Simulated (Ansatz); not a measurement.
# Ga3Se: one candidate of a structure search

Aim: relax a trial structure of Ga3Se and see where it ends.

Program: Ansatz 0.2.0. Level of theory: DFT PBE, scalar-relativistic, plane waves, PAW. These are calculated values, not measurements.

## Step 1: Starting point

It takes space group Pm-3m (No. 221, cubic). Conventional cell: a = 4.432 Å, b = 4.432 Å, c = 4.432 Å, α = 90.00°, β = 90.00°, γ = 90.00°. Ga (site symmetry 4/mmm) is surrounded by 8 Ga at 3.13 Å and 4 Se at 3.13 Å. Se (site symmetry m-3m) has 12 Ga at 3.13 Å in its first shell of neighbours.

Coordinates:

```xyz
4
Lattice="4.4325 0.0000 0.0000 0.0000 4.4325 0.0000 0.0000 0.0000 4.4325" Properties=species:S:1:pos:R:3 pbc="T T T"
Ga    0.0000    2.2162    2.2162
Ga    2.2162    0.0000    2.2162
Ga    2.2162    2.2162    0.0000
Se    0.0000    0.0000    0.0000
```

The start is a polymorph listed in a database, not an invented cell.

## Step 2: A first look at the guess

File input.yaml:

```yaml
crystal:
  lattice:
    - [4.43246508, 0.0, 0.0]
    - [0.0, 4.43246508, 0.0]
    - [0.0, 0.0, 4.43246508]
  atoms:
    - { symbol: Ga, position: [0.0, 0.5, 0.5] }
    - { symbol: Ga, position: [0.5, 0.0, 0.5] }
    - { symbol: Ga, position: [0.5, 0.5, 0.0] }
    - { symbol: Se, position: [0.0, 0.0, 0.0] }
basis:
  ecutwfc: 420
kpoints:
  mp_grid: { grid: [4, 4, 4] }
hamiltonian:
  xc: pbe
scf:
  occupations: { method: gaussian, width: 0.1 }
  lower_state_search: "off"
output:
  forces: true
  stress: true
  eigenvalues: true
```

The run is started by

```console
$ ansatz run input.yaml --threads 1 --pin off --max-ram 2560MiB --backend cpu --events-out ev --progress --plain --runs-dir out
```

What it wrote, shortened:

```text
[...]
SCF converged after 6 iterations
Free energy (F): -16818.274545 eV
[...]
E sigma→0 (E₀):  -16818.269688 eV
Entropy (-TS):   -0.009715 eV (-2.429 meV/atom)
Fermi energy:    8.686182 eV
[...]
--- Forces (eV/Å), atoms counted from 1 ---
  atom   1  Ga     0.00000000     0.00000000     0.00000000
  atom   2  Ga     0.00000000    -0.00000000     0.00000000
  atom   3  Ga     0.00000000     0.00000000     0.00000000
  atom   4  Se    -0.00000000     0.00000000    -0.00000000
[...]
--- Stress (GPa, compression-positive) ---
       -0.145173       0.000000       0.000000
        0.000000      -0.145173       0.000000
       -0.000000      -0.000000      -0.145173
  P = ⅓ Tr σ = -0.1452 GPa (-1.452 kbar)
--- Band table (eV; the first three rows and the last of 10) ---
[...]
```

It took 1.9 s on 1 thread of Arm Neoverse V2, shared host; peak memory 0.33 GiB.

From the probe: pressure -0.1 GPa, largest force 0.00 eV/Å, gap on this mesh none (metal). The coarse relaxation is skipped.

## Step 3: Final relaxation

Edit input.yaml of step 2 so:

```diff
@@ -13,3 +13,3 @@
 kpoints:
-  mp_grid: { grid: [4, 4, 4] }
+  mp_grid: { grid: [10, 10, 10] }
 hamiltonian:
@@ -18,3 +18,2 @@
   occupations: { method: gaussian, width: 0.1 }
-  lower_state_search: "off"
 output:
@@ -23 +22,6 @@
   eigenvalues: true
+relax:
+  adjacent_minimum: "off"
+  f_tol: 0.01
+  max_steps: 80
+  cell: { stress_tol: 0.05 }
```

The run is started by

```console
$ ansatz run input.yaml --threads 1 --pin off --max-ram 2560MiB --backend cpu --events-out ev --progress --plain --runs-dir out
```

What it wrote, shortened:

```text
Warning: RAYON_NUM_THREADS=1 ignored (pool sized by the plan → 1); use --threads N
[...]
Pseudopotentials: kind: paw
Pseudopotential: Ga, paw, valence charge 13, recommended cutoff 420 eV (normal), Ga.paw.azcp
Pseudopotential: Se, paw, valence charge 16, recommended cutoff 420 eV (normal), Se.paw.azcp
Functional definition: PBE
[...]
Crystal: 4 atoms, lattice volume = 87.084 Å³
Basis set: ecut = 420 eV, 1743 PW (Γ), exchange–correlation on 60×60×60 points (8 copies of the dense FFT grid, shifted against one another)
Bands: 33, of which v1, the nominal top of the filled ones, is band 28 counted from 1 (27 counted from 0)
Symmetry: 48 space group operations
Space group: Pm-3m (ITA 221), of the structure as read, at distance tolerance 4.4e-5 Å
k-points: 56 of 1000
[...]
SCF iter   1: F=—  HF=-16818.325523 eV  |F-HF|=—  |Δ(HF+E_count)|=         —  Δρ=1.04e-3  dr2=1.78e-3  ethr=1.77e-3  ⟨swp⟩=6.2  Hψ=6724  notcnv=0
[...]
  atom   4  Se     0.00000000     0.00000000     0.00000000
[...]
--- Stress (GPa, compression-positive) ---
        0.004911       0.000000      -0.000000
        0.000000       0.004911       0.000000
        0.000000       0.000000       0.004911
  P = ⅓ Tr σ = 0.0049 GPa (0.049 kbar)
--- Band table (eV; the first three rows and the last of 56) ---
[...]
--- Relaxed structure (3 steps of the walk, 3 accepted, 1 SCFs on fresh bases) ---
  F+E_penalty+E_count = -16818.32683940 eV   max|allowed force component| = 9.729e-30 eV/Å   (the final SCF, on the basis selected at the relaxed cell)
  cell:  # Å, volume = 85.6743 Å³
    - [4.408426292170221, -4.81482486096809e-35, 3.209883240645393e-34]
    - [-1.1234591342258874e-34, 4.408426292170221, 0.0]
    - [2.5679065925163143e-34, 0.0, 4.408426292170221]
  atoms:
    - { symbol: Ga, position: [-8.871151602595783e-35, 0.5, 0.5] }
    - { symbol: Ga, position: [0.5, 3.6208782050140136e-36, 0.5] }
    - { symbol: Ga, position: [0.5, 0.5, -1.2673073718008439e-35] }
    - { symbol: Se, position: [1.5026644551308465e-34, 1.0862634615259386e-35, 3.077746474374043e-35] }
```

It took 29 s on 1 thread of Arm Neoverse V2, shared host; peak memory 0.42 GiB.

The steps of the relaxation:

```
step  E - E(step 1) (eV/cell)  largest force component (eV/Å)  pressure (GPa)  volume (Å³)
   1                   0.0000                          0.0000           -0.61        87.08
   2                  -0.0029                          0.0000           -0.07        85.83
   3                  -0.0029                          0.0000            0.00        85.67
   4                  -0.0027                          0.0000            0.00        85.67
```

Step 1 is the start. Step 4 repeats the geometry before it on a plane-wave basis chosen anew for that cell, so its energy need not be comparable with the rows above.

|  | before | after | change |
| --- | --- | --- | --- |
| a (Å) | 4.432 | 4.408 | -0.5 % |
| b (Å) | 4.432 | 4.408 | -0.5 % |
| c (Å) | 4.432 | 4.408 | -0.5 % |
| volume (Å³/atom) | 21.77 | 21.42 | -1.6 % |
| shortest distance (Å) | 3.134 | 3.117 | -0.5 % |
| space group (0.01 Å) | Pm-3m | Pm-3m | same |

The run keeps the 48 symmetry operations of the start, so it could not have lowered the symmetry.

## Step 4: A run with other settings

Edit input.yaml of step 3 so:

```diff
@@ -18,10 +18,11 @@
   occupations: { method: gaussian, width: 0.1 }
+  max_iter: 75
 output:
   forces: true
+  eigenvalues: true
   stress: true
-  eigenvalues: true
 relax:
   adjacent_minimum: "off"
-  f_tol: 0.01
-  max_steps: 80
+  f_tol: 1.0e-09
+  max_steps: 30
   cell: { stress_tol: 0.05 }
```

The run is started by

```console
$ ansatz run input.yaml --threads 1 --pin off --max-ram 2560MiB --backend cpu --events-out ev --progress --plain --runs-dir out
```

What it wrote, shortened:

```text
Warning: RAYON_NUM_THREADS=1 ignored (pool sized by the plan → 1); use --threads N
[...]
[... 4 set-up lines as earlier in the session ...]
[...]
Crystal: 4 atoms, lattice volume = 87.084 Å³
Basis set: ecut = 420 eV, 1743 PW (Γ), exchange–correlation on 60×60×60 points (8 copies of the dense FFT grid, shifted against one another)
Bands: 33, of which v1, the nominal top of the filled ones, is band 28 counted from 1 (27 counted from 0)
[... 2 set-up lines as earlier in the session ...]
k-points: 56 of 1000
[...]
SCF iter   1: F=—  HF=-16818.325523 eV  |F-HF|=—  |Δ(HF+E_count)|=         —  Δρ=1.04e-3  dr2=1.78e-3  ethr=1.77e-3  ⟨swp⟩=6.2  Hψ=6724  notcnv=0
[...]
  atom   4  Se     0.00000000     0.00000000     0.00000000
[...]
--- Stress (GPa, compression-positive) ---
        0.004911       0.000000      -0.000000
        0.000000       0.004911       0.000000
        0.000000       0.000000       0.004911
  P = ⅓ Tr σ = 0.0049 GPa (0.049 kbar)
--- Band table (eV; the first three rows and the last of 56) ---
[...]
--- Relaxed structure (3 steps of the walk, 3 accepted, 1 SCFs on fresh bases) ---
  F+E_penalty+E_count = -16818.32683940 eV   max|allowed force component| = 9.729e-30 eV/Å   (the final SCF, on the basis selected at the relaxed cell)
  cell:  # Å, volume = 85.6743 Å³
    - [4.408426292170221, -4.81482486096809e-35, 3.209883240645393e-34]
    - [-1.1234591342258874e-34, 4.408426292170221, 0.0]
    - [2.5679065925163143e-34, 0.0, 4.408426292170221]
  atoms:
    - { symbol: Ga, position: [-8.871151602595783e-35, 0.5, 0.5] }
    - { symbol: Ga, position: [0.5, 3.6208782050140136e-36, 0.5] }
    - { symbol: Ga, position: [0.5, 0.5, -1.2673073718008439e-35] }
    - { symbol: Se, position: [1.5026644551308465e-34, 1.0862634615259386e-35, 3.077746474374043e-35] }
```

Wall time 29 s (1 thread of Arm Neoverse V2, shared host); peak memory 0.42 GiB.

## Step 5: Checking the result

The run converged and reported no error. That alone doesn't make the input a sound one.

Look at the input: relax.f_tol is 1.0e-09. The risk: force tolerance out of reach. No harm here: the energy lies within 1 meV an atom of the sound run's.

The way back: set relax.f_tol to 0.01.

```
    run     ending  energy change  pressure (GPa)  gap (eV)  force (eV/Å)  cycles  time
 step 3  converged              0             0.0      0.00          0.00       -  29 s
altered  converged   0.0 meV/atom             0.0      0.00          0.00       -  29 s
```

Energy and cycle count are those of the reference, so the change (convergence setting) left the result and the number of cycles as they were.

## Step 6: Results

| quantity | value |
| --- | --- |
| symmetry at the end (tolerance 0.05 Å) | space group Pm-3m (No. 221) |
| conventional cell | a = 4.408 Å, b = 4.408 Å, c = 4.408 Å, α = 90.00°, β = 90.00°, γ = 90.00° |
| volume | 21.42 Å³/atom |
| energy over the elements | -0.05 eV/atom |
| gap on the mesh | none (metal) |

What this shows: The space group Pm-3m (No. 221) is kept, and the volume per atom shrinks by 1.6 % from the first guess. The formation energy of this structure is too near zero to say whether it is bound against the elements. No finished test with a distortion of lower symmetry is shown, so the end may be a saddle point. The final runs have no spin polarisation, so a magnetic state may lie lower.
